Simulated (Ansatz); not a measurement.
# 5 CO + 5 SiH4 in a periodic box: molecular dynamics, part 2 of 3

The plan is to see how the packed molecules move, order and perhaps react. The start is relaxed first. Runs: 300 steps of 0.5 fs under a Langevin thermostat at 300 K; 400 steps of 0.5 fs under a Langevin thermostat and barostat at 300 K and 5 GPa. The molecules were packed at random to 0.512 g/cm³.

Ansatz 0.2.0; DFT LDA, plane waves, PAW, scalar-relativistic, no spin polarisation. The steps go on from the part before.

## Step 5: The output, continued: dynamics from the start

Output, continued (excerpt; [...] marks lines left out):

```text
md step     2: t =     1.00 fs  T =   269.8 K  F+E_penalty+E_count = -7331.20364966 eV  E_kin = 1.220394 eV  (8 SCF iters)
[...]
md step    18: t =     9.00 fs  T =   204.4 K  F+E_penalty+E_count = -7330.72024983 eV  E_kin = 0.924584 eV  (6 SCF iters)
[...]
md step    34: t =    17.00 fs  T =   216.0 K  F+E_penalty+E_count = -7330.80531617 eV  E_kin = 0.977043 eV  (5 SCF iters)
[...]
  atom   3  O     -2.47361834     3.73437110     0.37816580
  atom   4  C      2.47852955    -3.71054975    -0.29742666
  atom   5  O     -1.49646590    -2.58262618    -3.03458560
  atom   6  C      1.51021184     2.55998228     3.05484924
  atom   7  O     -1.74984640    -0.84678769    -0.20479089
  atom   8  C      1.49127129     1.04892687     0.32468694
[...]
--- MD trajectory: 300 steps, t = 0.0 → 150.0 fs ---
  final state: T = 323.0 K   F+E_penalty+E_count = -7330.27410720 eV   E_kin = 1.461156 eV
```

It took 8.8 min on 1 thread of Intel Xeon 6975P-C (Granite Rapids), shared host; peak memory 0.68 GiB.

## Step 6: The trajectory

The trajectory, every 22 steps (energies from step 0); msd is the mean square displacement from the start, the centre of mass held:

```csv
time (fs),T (K),potential energy change (meV/atom),msd H (Å²),msd O (Å²),msd C (Å²),msd Si (Å²)
0.0,291,0.0,0.000,0.000,0.000,0.000
11.0,162,21.2,0.041,0.003,0.004,0.002
22.0,213,14.1,0.066,0.011,0.012,0.004
33.0,205,18.6,0.079,0.025,0.020,0.008
44.0,240,21.9,0.094,0.044,0.026,0.012
55.0,283,26.5,0.099,0.069,0.042,0.016
66.0,366,20.7,0.094,0.105,0.079,0.024
77.0,304,22.6,0.144,0.157,0.124,0.034
88.0,362,15.2,0.193,0.217,0.177,0.051
99.0,325,23.7,0.279,0.283,0.233,0.078
110.0,384,22.5,0.429,0.353,0.277,0.110
121.0,325,27.0,0.609,0.425,0.282,0.147
132.0,264,29.6,0.667,0.470,0.280,0.185
143.0,308,28.1,0.753,0.482,0.307,0.207
150.0,323,28.5,0.901,0.490,0.294,0.213
```

time (fs), T (K) and a bar:
```
      0.0        291 ################
      6.5        217 #######
     13.0        187 ####
     19.5        186 ####
     26.0        156 
     32.5        208 ######
     39.0        239 ##########
     45.5        272 ##############
     52.0        319 ####################
     58.5        340 ######################
     65.0        338 ######################
     71.5        339 ######################
     78.5        304 ##################
     85.0        333 #####################
     91.5        365 #########################
     98.0        327 #####################
    104.5        404 ##############################
    111.0        378 ###########################
    117.5        334 #####################
    124.0        295 #################
    130.5        309 ###################
    137.0        305 ##################
    143.5        321 ####################
    150.0        323 ####################
```

Pair distribution over the second half of the run:

```csv
r (Å),g H–H,g O–H,g C–H
0.68,0.00,0.00,0.00
0.84,0.00,0.00,0.00
1.00,0.00,0.00,0.00
1.16,0.00,0.00,0.00
1.32,0.00,0.00,0.00
1.48,0.00,0.00,0.00
1.64,0.00,0.00,0.00
1.80,0.00,0.00,0.00
1.96,0.01,0.00,0.00
2.12,0.23,0.07,0.00
2.28,3.06,0.22,0.46
2.44,7.39,0.12,0.78
2.60,2.86,0.14,1.07
2.76,0.74,0.82,2.10
2.92,0.93,1.77,1.56
3.08,0.79,1.98,1.58
3.24,0.59,1.33,1.63
3.40,0.61,1.32,1.39
3.56,0.59,0.96,0.92
3.72,0.51,0.91,0.95
3.88,0.59,1.06,0.95
4.04,0.63,1.37,1.21
4.20,0.80,1.43,1.03
4.36,0.75,0.98,0.68
4.52,0.95,0.80,1.10
4.68,1.11,0.96,0.86
4.84,1.08,1.17,1.14
```

First peaks of g(r) (not always the tallest), and, where a minimum follows, the mean number of second-named atoms round a first-named one up to the next minimum:

```csv
pair,peak (Å),height,minimum (Å),neighbours
H–H,2.44,7.4,2.76,3.3
O–H,3.08,2.0,3.64,3.6
C–H,2.76,2.1,4.28,7.1
```

## Step 7: Positions and forces

Extended XYZ, with forces in eV/Å:

```xyz
35
Lattice="9.916 0.000 0.000 0.000 9.916 0.000 0.000 0.000 9.916" Properties=species:S:1:pos:R:3:forces:R:3 pbc="T T T" time_fs=50.0 T=263 dE=0.8590
O     1.661    4.301    3.839   -0.536    0.839    2.548
C     1.880    3.957    2.812    0.519   -0.853   -2.568
O     8.764    4.073   10.908    2.751   -3.763   -0.544
C     9.445    3.123   10.771   -2.728    3.788    0.508
O     6.477    5.111    2.942    1.894    1.222    1.670
C     7.256    5.615    3.624   -1.877   -1.233   -1.673
O     6.553    1.655    5.170   -2.713    0.700   -0.963
C     7.568    1.395    5.520    2.717   -0.656    1.055
O     2.868    9.160    9.452    0.210   -0.395   -0.433
C     3.199    8.392    8.689   -0.244    0.375    0.439
Si    2.185    5.264    8.996    0.519   -0.167    0.351
H     2.627    6.009   10.221    0.081    0.060   -0.167
H     1.566    4.027    9.529   -0.096   -0.352   -0.031
H     1.129    6.022    8.316   -0.237    0.310   -0.331
H     3.352    4.921    8.101   -0.261    0.130    0.159
Si    9.726    0.770    2.871   -0.141   -0.950   -0.419
H     9.250   -0.118    1.739    0.315   -0.159    0.383
H     8.591    1.677    2.892   -0.292    0.983    0.129
H     9.779    0.171    4.230   -0.028   -0.322    0.025
H    11.087    1.230    2.554    0.202    0.481   -0.123
Si    8.282    8.405    6.507   -0.315    1.194   -0.953
H     7.213    8.871    7.414   -0.234    0.165    0.060
H     8.238    7.019    6.333    0.066   -2.180    0.393
H     8.045    8.664    5.031   -0.036    0.558    0.371
H     9.592    8.886    6.947    0.454    0.194    0.114
Si    6.045    1.919    0.003   -0.262    0.257   -0.546
H     5.989    2.972    1.077    0.011   -0.304   -0.019
H     5.351    0.641    0.286   -0.311   -0.038    0.301
H     5.377    2.507   -1.241    0.366   -0.194    0.354
H     7.442    1.464   -0.248    0.193    0.256   -0.098
Si    1.520    1.427    7.049    0.048   -1.236   -0.949
H     1.749   -0.006    6.564   -0.142    0.386    0.390
H     0.397    1.534    7.962   -0.549   -0.023    0.539
H     2.758    1.865    7.660    0.680    0.430    0.338
H     1.192    2.119    5.795   -0.022    0.497   -0.309
35
Lattice="9.916 0.000 0.000 0.000 9.916 0.000 0.000 0.000 9.916" Properties=species:S:1:pos:R:3:forces:R:3 pbc="T T T" time_fs=100.0 T=338 dE=0.8564
O     1.698    4.529    3.833    0.354   -0.324   -0.826
C     2.112    4.121    2.859   -0.379    0.306    0.805
O     8.611    3.919   10.663    0.385   -0.388    0.036
C     9.332    3.051   10.760   -0.309    0.538   -0.039
O     6.891    5.145    3.015   -0.902   -0.614   -1.084
C     7.549    5.582    3.800    0.916    0.581    1.087
O     6.644    1.474    5.199    1.748    0.678    0.437
C     7.688    1.879    5.436   -1.817   -0.689   -0.307
O     2.647    8.677    9.157   -0.883    0.433    0.664
C     3.493    8.260    8.560    0.899   -0.424   -0.638
Si    2.019    5.163    9.060    0.822    1.024    0.380
H     2.438    5.827   10.368   -0.481    0.120   -0.353
H     1.740    3.806    9.524   -0.378   -0.644   -0.198
H     0.945    5.901    8.271    0.244   -0.345    0.385
H     3.331    5.242    8.330   -0.233   -0.196   -0.215
Si    9.659    0.975    2.974    1.256   -0.932    0.081
H     9.630    0.333    1.605   -0.305    0.275    0.283
H     8.723    2.068    3.276   -0.574    0.037   -0.098
H     9.671   -0.183    3.997   -0.258    0.694   -0.339
H    10.990    1.661    3.107   -0.012   -0.091   -0.069
Si    8.152    8.347    6.391    0.015   -0.239   -0.008
H     6.777    8.706    6.864    0.145    0.125   -0.067
H     8.494    6.990    6.844   -0.025   -0.444    0.180
H     8.319    8.356    4.926   -0.264    0.043   -0.343
H     9.243    9.200    6.895    0.121    0.501    0.300
Si    5.988    1.744    0.092   -1.728   -0.210   -0.192
H     5.856    2.668    1.250    0.140   -0.115    0.159
H     5.340    0.389    0.255    0.211    0.233    0.282
H     5.248    2.327   -1.057   -0.230    0.240   -0.082
H     7.291    1.594   -0.445    1.564   -0.205   -0.199
Si    1.681    1.305    6.946   -0.740   -1.299    0.194
H     2.076   -0.161    6.429    0.067    1.525    0.326
H     0.923    0.986    8.229    0.275    0.187   -0.271
H     2.673    2.388    7.259    0.237   -0.366   -0.168
H     0.652    1.866    6.014    0.119   -0.015   -0.105
35
Lattice="9.916 0.000 0.000 0.000 9.916 0.000 0.000 0.000 9.916" Properties=species:S:1:pos:R:3:forces:R:3 pbc="T T T" time_fs=150.0 T=323 dE=0.9974
O     1.532    4.737    3.719    0.686   -0.781   -0.843
C     2.109    4.064    3.006   -0.698    0.794    0.816
O     8.667    3.808   10.430   -2.474    3.734    0.378
C     9.284    2.910   10.334    2.478   -3.711   -0.297
O     7.080    4.955    2.787   -1.496   -2.583   -3.035
C     7.467    5.615    3.569    1.510    2.560    3.055
O     6.931    1.438    5.374   -1.750   -0.847   -0.205
C     7.886    1.987    5.528    1.491    1.049    0.325
O     2.568    8.695    9.073   -3.327    1.528    2.343
C     3.404    8.263    8.517    3.404   -1.842   -2.215
Si    1.868    5.118    9.112   -0.036   -0.003    0.685
H     2.114    5.787   10.436    0.236   -0.038   -0.102
H     1.479    3.717    9.492   -0.100    0.073   -0.243
H     0.709    5.925    8.586    0.237   -0.287   -0.332
H     3.132    5.029    8.307   -0.246    0.241   -0.070
Si    9.552    0.997    3.075   -0.463    1.215    0.839
H     9.868   -0.015    2.115    0.090   -1.087   -0.638
H     8.214    1.659    2.713    0.624   -0.137    0.033
H     9.370    0.577    4.524    0.268   -0.222   -0.487
H    10.744    1.921    3.011   -0.324    0.123    0.071
Si    7.991    8.367    6.442   -0.885    0.084    1.283
H     6.495    8.135    6.737    0.609    0.326   -0.256
H     8.618    7.232    7.194    0.261    0.167   -0.070
H     8.245    8.226    5.013    0.158    0.091   -0.566
H     8.404    9.739    7.020   -0.068   -0.731   -0.319
Si    6.018    1.554   -0.063   -0.335   -0.480    0.858
H     6.036    2.563    1.052    0.072    0.061   -0.269
H     5.694    0.239    0.701    0.411    0.553   -0.699
H     4.908    1.835   -1.005   -0.210    0.050   -0.101
H     7.291    1.625   -0.848    0.003   -0.266    0.158
Si    2.006    1.282    6.903    0.543    0.045   -1.372
H     2.301    0.106    5.846   -0.271    1.014    1.074
H     2.354    0.878    8.293   -0.108    0.134   -0.111
H     2.875    2.503    6.504   -0.394   -0.660    0.213
H     0.575    1.724    6.757    0.104   -0.168    0.095
```

Reading of run 1. Against a set 300 K the second half averages 333 K with a spread of 38 K (in equilibrium 35 atoms would scatter by about 41 K, over a far longer run). Over the second half H atoms stand 0.7 Å (root mean square) from where they began, and the farthest move is 2.0 Å.

## Step 8: Run 2

400 steps of 0.5 fs under a Langevin thermostat and barostat at 300 K and 5 GPa, starting from the last frame of an earlier run, with new velocities.

Input file input.yaml:

```yaml
crystal:
  lattice:
    - [9.915962, 0.0, 0.0]
    - [0.0, 9.915962, 0.0]
    - [0.0, 0.0, 9.915962]
  atoms:
    - { symbol: O, position: [0.15445018, 0.47776519, 0.37508382] }
    - { symbol: C, position: [0.21268278, 0.40979372, 0.30315495] }
    - { symbol: O, position: [0.87400394, 0.38404407, 1.05184407] }
    - { symbol: C, position: [0.93621744, 0.29343075, 1.04214439] }
    - { symbol: O, position: [0.71400626, 0.49965669, 0.28103909] }
    - { symbol: C, position: [0.75301609, 0.56621358, 0.35990072] }
    - { symbol: O, position: [0.69894987, 0.14496826, 0.54194608] }
    - { symbol: C, position: [0.79531762, 0.20033959, 0.55746978] }
    - { symbol: O, position: [0.25895163, 0.87682925, 0.91497686] }
    - { symbol: C, position: [0.34329908, 0.83329315, 0.85888659] }
    - { symbol: Si, position: [0.18841142, 0.51615987, 0.9189601] }
    - { symbol: H, position: [0.21321267, 0.58364601, 1.05247286] }
    - { symbol: H, position: [0.14912092, 0.37486061, 0.95727614] }
    - { symbol: H, position: [0.07152808, 0.59754049, 0.86585652] }
    - { symbol: H, position: [0.31586911, 0.50717677, 0.83779403] }
    - { symbol: Si, position: [0.96333805, 0.10054408, 0.31007292] }
    - { symbol: H, position: [0.9951567, -0.00150225, 0.21328085] }
    - { symbol: H, position: [0.82835237, 0.16735583, 0.27357125] }
    - { symbol: H, position: [0.94488686, 0.05818506, 0.45624879] }
    - { symbol: H, position: [1.08349952, 0.19374573, 0.30370216] }
    - { symbol: Si, position: [0.80587284, 0.84381506, 0.64962617] }
    - { symbol: H, position: [0.65495138, 0.82035398, 0.67945912] }
    - { symbol: H, position: [0.86913524, 0.72929887, 0.72546827] }
    - { symbol: H, position: [0.8314339, 0.82957052, 0.50551417] }
    - { symbol: H, position: [0.84751421, 0.98212035, 0.70793459] }
    - { symbol: Si, position: [0.6068736, 0.15668852, -0.00639736] }
    - { symbol: H, position: [0.60867747, 0.25848978, 0.10609981] }
    - { symbol: H, position: [0.57421096, 0.02414784, 0.0707073] }
    - { symbol: H, position: [0.49494246, 0.18509657, -0.10137982] }
    - { symbol: H, position: [0.73529533, 0.16386449, -0.08554694] }
    - { symbol: Si, position: [0.20234618, 0.12929533, 0.69615357] }
    - { symbol: H, position: [0.23207788, 0.01074498, 0.5895837] }
    - { symbol: H, position: [0.23742043, 0.08855384, 0.83635943] }
    - { symbol: H, position: [0.28990833, 0.25244961, 0.65589282] }
    - { symbol: H, position: [0.05797168, 0.17382056, 0.68146143] }
basis:
  ecutwfc: 420.0
kpoints:
  mp_grid: { grid: [1, 1, 1] }
hamiltonian:
  xc: lda
scf:
  occupations: { method: fermi_dirac, width: 0.05 }
  lower_state_search: "off"
md:
  timestep: 0.5
  n_steps: 400
  ensemble: npt_langevin
  temperature: 300.0
  initial_velocities: maxwell_boltzmann
  seed: 529881
  friction: 0.02
  pressure: 5.0
  fix_cell: [shape]
```

On the command line:

```bash
$ ansatz run input.yaml --threads 1 --pin off --max-ram 3072MiB --backend cpu --events-out ev --progress --plain --runs-dir out
```

Standard output (excerpt; [...] marks lines left out):

```text
Warning: md: disabling space-group detection — thermal motion breaks the input geometry's symmetry, so no spatial operation reduces the k-mesh or symmetrises the density; time reversal is kept, so that k and −k are solved as one point where they differ and the mesh holds both, and exact [...]
Warning: RAYON_NUM_THREADS=1 ignored (pool sized by the plan → 1); use --threads N
[...]
[... 3 set-up lines as earlier in the session ...]
[...]
md step    12: t =     6.00 fs  T =   336.7 K  F+E_penalty+E_count = -7330.51864639 eV  E_kin = 1.523180 eV  conserved = -7298.70424545 eV  P_inst = 0.0109 GPa  V = 959.2672 Å³  selection 1  (5 SCF iters)
md step    13: t =     6.50 fs  T =   344.3 K  F+E_penalty+E_count = -7330.49912926 eV  E_kin = 1.557644 eV  conserved = -7298.70439498 eV  P_inst = 0.0198 GPa  V = 956.5565 Å³  selection 1  (5 SCF iters)
md step    14: t =     7.00 fs  T =   354.0 K  F+E_penalty+E_count = -7330.46889076 eV  E_kin = 1.601536 eV  conserved = -7298.70415648 eV  P_inst = 0.0454 GPa  V = 953.6033 Å³  selection 1  (6 SCF iters)
```

## Step 9: The output, continued: dynamics from the last frame of the run before

Output, continued (excerpt; [...] marks lines left out):

```text
md step    15: t =     7.50 fs  T =   344.6 K  F+E_penalty+E_count = -7330.43330568 eV  E_kin = 1.559129 eV  conserved = -7298.70371259 eV  P_inst = 0.0686 GPa  V = 950.4164 Å³  selection 1  (6 SCF iters)
[...]
md step    27: t =    13.50 fs  T =   345.3 K  F+E_penalty+E_count = -7330.33821036 eV  E_kin = 1.562299 eV  conserved = -7298.70456987 eV  P_inst = 0.2458 GPa  V = 896.6818 Å³  selection 1  (6 SCF iters)
[...]
  conserved energy: peak-to-peak 4.359e-3 eV (1.245e-4 eV/atom) at the most on one of 14 selections of grids, which stood over 7.5 fs
  cell: V = 375.8244 Å³ at the end; means of 401 rows, the approach among them: V = 467.0645 Å³, P_inst = 4.6748 GPa
  mean static stress (GPa): xx 3.1993  yy 5.2395  zz 3.7342  yz 0.5030  xz -0.5793  xy 1.0861
  the result is of one more SCF, on plane waves selected at the last cell: its energy does not rank with the rows'
```

Wall time 7.5 min (1 thread of Intel Xeon 6975P-C (Granite Rapids), shared host); peak memory 0.72 GiB.

## Step 10: The trajectory

One step in 16; energies are changes from step 0; msd is the mean square displacement from the start, the centre of mass held:

```csv
time (fs),T (K),potential energy change (meV/atom),conserved energy change (meV/atom),volume (Å³/atom),pressure (GPa),msd H (Å²),msd C (Å²),msd O (Å²),msd Si (Å²)
0.0,291,0.0,0.00,27.86,0.5,0.000,0.000,0.000,0.000
8.0,340,-3.6,-0.02,27.06,0.1,0.020,0.002,0.002,0.001
16.0,338,2.0,0.00,24.79,0.4,0.057,0.008,0.006,0.003
24.0,384,-0.9,-0.01,21.83,0.7,0.088,0.023,0.016,0.007
32.0,398,13.6,0.02,18.79,1.0,0.162,0.043,0.031,0.012
40.0,438,37.0,0.01,16.11,3.0,0.256,0.078,0.054,0.017
48.0,469,77.9,0.06,13.91,4.6,0.384,0.121,0.088,0.026
56.0,525,113.4,0.07,12.26,7.2,0.437,0.183,0.134,0.034
64.0,610,141.1,0.09,11.10,8.5,0.550,0.230,0.195,0.050
72.0,678,156.3,0.08,10.39,8.6,0.625,0.306,0.276,0.075
80.0,743,145.5,0.08,9.99,8.6,0.875,0.365,0.356,0.110
88.0,678,146.3,0.08,9.80,7.7,1.151,0.463,0.439,0.151
96.0,689,124.8,0.07,9.79,8.1,1.439,0.579,0.501,0.195
104.0,596,111.4,0.08,9.87,8.0,1.517,0.690,0.562,0.250
112.0,655,84.5,0.06,10.02,6.8,1.607,0.772,0.614,0.320
120.0,622,67.6,0.09,10.24,4.2,1.673,0.840,0.658,0.409
128.0,557,63.0,0.08,10.46,5.3,1.779,0.885,0.691,0.508
136.0,492,50.7,0.04,10.67,4.2,1.883,0.943,0.758,0.590
144.0,450,52.4,0.04,10.81,4.2,2.043,0.992,0.817,0.642
152.0,440,47.3,0.03,10.93,4.5,2.014,1.010,0.869,0.678
160.0,538,29.3,0.04,11.02,3.0,1.935,1.003,0.937,0.706
168.0,498,27.9,0.05,11.07,5.6,1.875,0.998,1.007,0.704
176.0,484,20.6,0.06,11.11,2.2,1.938,1.013,1.088,0.702
184.0,450,21.8,0.08,11.01,5.1,2.020,1.012,1.122,0.700
192.0,473,16.2,0.09,10.91,2.4,2.066,1.028,1.168,0.705
200.0,470,22.1,0.08,10.74,6.0,2.158,1.040,1.162,0.721
```

time (fs), T (K) and a bar:
```
      0.0        291 
      8.5        335 ###
     17.5        348 ####
     26.0        390 #######
     35.0        402 #######
     43.5        444 ##########
     52.0        505 ##############
     61.0        642 #######################
     69.5        697 ###########################
     78.5        743 ##############################
     87.0        696 ###########################
     95.5        697 ###########################
    104.5        586 ####################
    113.0        670 #########################
    121.5        613 #####################
    130.5        522 ###############
    139.0        386 ######
    148.0        364 #####
    156.5        476 ############
    165.0        430 #########
    174.0        495 ##############
    182.5        474 ############
    191.5        471 ############
    200.0        470 ############
```

Pair distribution over the second half of the run:

```csv
r (Å),g H–H,g O–H,g C–H
0.68,0.00,0.00,0.00
0.84,0.00,0.00,0.00
1.00,0.00,0.00,0.00
1.16,0.00,0.00,0.00
1.32,0.00,0.00,0.14
1.48,0.05,0.00,0.23
1.64,0.18,0.00,0.17
1.80,0.32,0.00,0.31
1.96,0.65,0.08,0.28
2.12,1.25,0.66,0.47
2.28,2.51,0.94,1.07
2.44,3.14,1.42,1.23
2.60,1.75,1.81,1.31
2.76,0.79,1.65,1.19
2.92,0.69,1.38,1.05
3.08,0.68,1.23,1.00
3.24,0.70,0.88,1.14
3.40,0.74,0.89,0.86
3.56,0.77,0.82,0.91
3.72,0.83,0.66,0.98
```

First peaks of g(r) (not always the tallest), and, where a minimum follows, the mean number of second-named atoms round a first-named one up to the next minimum:

```csv
pair,peak (Å),height,minimum (Å),neighbours
H–H,2.44,3.1,2.84,6.2
O–H,2.60,1.8,-,-
C–H,2.52,1.4,-,-
```

(Part 2 of 3 ends here.)
